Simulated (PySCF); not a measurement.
# C3H5ClOSi: the cost of one run

Programs: PySCF 2.14.0, with density-fitted response routines of our own. Each step states its level of theory. These are calculated values for one molecule in the gas phase, unless marked as measured. Atoms are numbered from 0 throughout.

### 1 Starting geometry

11 atoms, charge 0, multiplicity 1; geometry from: GFN2-xTB. The atoms were then displaced at random by about 0.01 Å, so the start is not that level's minimum.

Bonds of the start (Å): O0–C1 1.19, C1–Si2 1.91, Si2–C3 1.85, C3–C4 1.50, C4–Cl5 1.77, C4–Si2 1.90, C1–H6 1.12, Si2–H7 1.44, C3–H8 1.11, C3–H9 1.06, C4–H10 1.08.

### 2 Relaxing the molecule at PBE0-D3(BJ)/def2-SVP

Job settings and geometry (Å):

```
{"job": {"xc": "PBE0", "basis": "def2-SVP", "d3": "d3bj", "grid": 1, "shake": 0.01, "kind": "geom"}, "charge": 0, "multiplicity": 1}
O      2.269940     0.218080    -1.143200
C      1.917320    -0.652750    -0.405570
Si     0.165760    -0.766320     0.337480
C     -1.130460     0.143150    -0.625180
C     -0.659920     0.926660     0.561430
Cl    -1.807430     1.175150     1.883860
H      2.664420    -1.437590    -0.133840
H     -0.105160    -1.846850     1.245450
H     -2.184480    -0.205900    -0.529610
H     -0.946410     0.563620    -1.581530
H     -0.145460     1.856900     0.375040
```

Started as:

```bash
> OMP_NUM_THREADS=1 python probes_run.py task.json out
```

The driver reads the jobs from task.json and runs them one after another.

**Question.** How long does this first job take on 1 thread of Arm Neoverse V1, shared host, and how much memory does it need?

About 41 s, with a peak of 0.48 GiB.
